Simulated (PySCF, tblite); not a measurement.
# C6H8BF: geometry, infrared bands and NMR shifts

Aim: predict the infrared bands and NMR shifts of C6H8BF (`C=C(F)BCC#CC`).

Programs: tblite 0.8.0 and PySCF 2.14.0, with density-fitted response routines of our own. Each step states its level of theory. These are calculated values for one molecule in the gas phase, unless marked as measured. Atoms are numbered from 0 throughout.

### 1 The starting structure

16 atoms, charge 0, multiplicity 1; geometry from: force field or distance geometry start.

Bonds of the start (Å): C0–C1 1.31, C1–F2 1.36, C1–B3 1.58, B3–C4 1.57, C4–C5 1.46, C5–C6 1.22, C6–C7 1.48, C0–H8 1.10, C0–H9 1.07, B3–H10 1.19, C4–H11 1.12, C4–H12 1.13, C7–H13 1.12, C7–H14 1.12, C7–H15 1.12.

### 2 Optimising the geometry with GFN2-xTB

Job settings and geometry (Å):

```
{"job": {"kind": "relax", "xc": "GFN2-xTB", "basis": "xTB"}, "charge": 0, "multiplicity": 1}
C     -3.539600     0.514200     0.834300
C     -2.627500    -0.108600     0.120700
F     -3.010600    -0.837100    -0.956100
B     -1.094800    -0.060800     0.483400
C     -0.101400    -0.023600    -0.734400
C      1.247100    -0.115300    -0.190200
C      2.377800    -0.182600     0.257300
C      3.754900    -0.266500     0.785300
H     -4.579100     0.402800     0.478000
H     -3.384400     1.109700     1.706700
H     -0.782100     0.292100     1.575300
H     -0.318300    -0.826900    -1.478400
H     -0.267400     0.990200    -1.199100
H      3.858600    -1.179000     1.427900
H      4.501600    -0.300600    -0.045600
H      3.957600     0.601000     1.458700
```

Command:

```bash
OMP_NUM_THREADS=1 python probes_run.py task.json out
```

One launch serves the whole session: the jobs run in the order shown.

**Question.** This job is followed by: GFN2-xTB harmonic vibrations, gas phase; GIAO PBE0/pcSseg-1 NMR shielding, non-relativistic, gas phase. What will the session give for the following? strongest single infrared mode (GFN2-xTB); zero-point energy (GFN2-xTB); ¹³C shifts against TMS (PBE0/pcSseg-1); ¹H shifts against TMS (PBE0/pcSseg-1, means over atoms taken as alike); ¹⁹F shifts against CFCl3 (PBE0/pcSseg-1); ¹¹B shifts against BF3·OEt2 (PBE0/pcSseg-1).

The runs gave:

| quantity | value |
| --- | --- |
| strongest single infrared mode (GFN2-xTB) | 1286 cm⁻¹, 151 km/mol |
| zero-point energy (GFN2-xTB) | 74.2 kcal/mol |
| ¹³C shifts against TMS (PBE0/pcSseg-1) | 188.1, 132.9, 84.7, 80.2, 18.8, 4.9 ppm |
| ¹H shifts against TMS (PBE0/pcSseg-1, means over atoms taken as alike) | 6.91, 6.31, 5.84, 2.59, 1.98 ppm |
| ¹⁹F shifts against CFCl3 (PBE0/pcSseg-1) | -104.5 ppm |
| ¹¹B shifts against BF3·OEt2 (PBE0/pcSseg-1) | 73.7 ppm |

Relaxing lowered the energy by 0.373 eV in 66 steps; the close pair that moved most is C7–H13, from 1.121 to 1.090 Å. The lowest mode is slightly imaginary (3i cm⁻¹), a soft motion within the noise of the Hessian, so the minimum is not strictly shown. The strongest single mode, at 1286 cm⁻¹, is spread over many atoms; the largest shares are those of C4, H11. Unscaled tight-binding wavenumbers are off by several per cent, some by more. Its intensities can rank the bands wrongly. At PBE0/pcSseg-1: Shielding is most anisotropic at C5 (span 267 ppm, paramagnetic term -156 ppm).
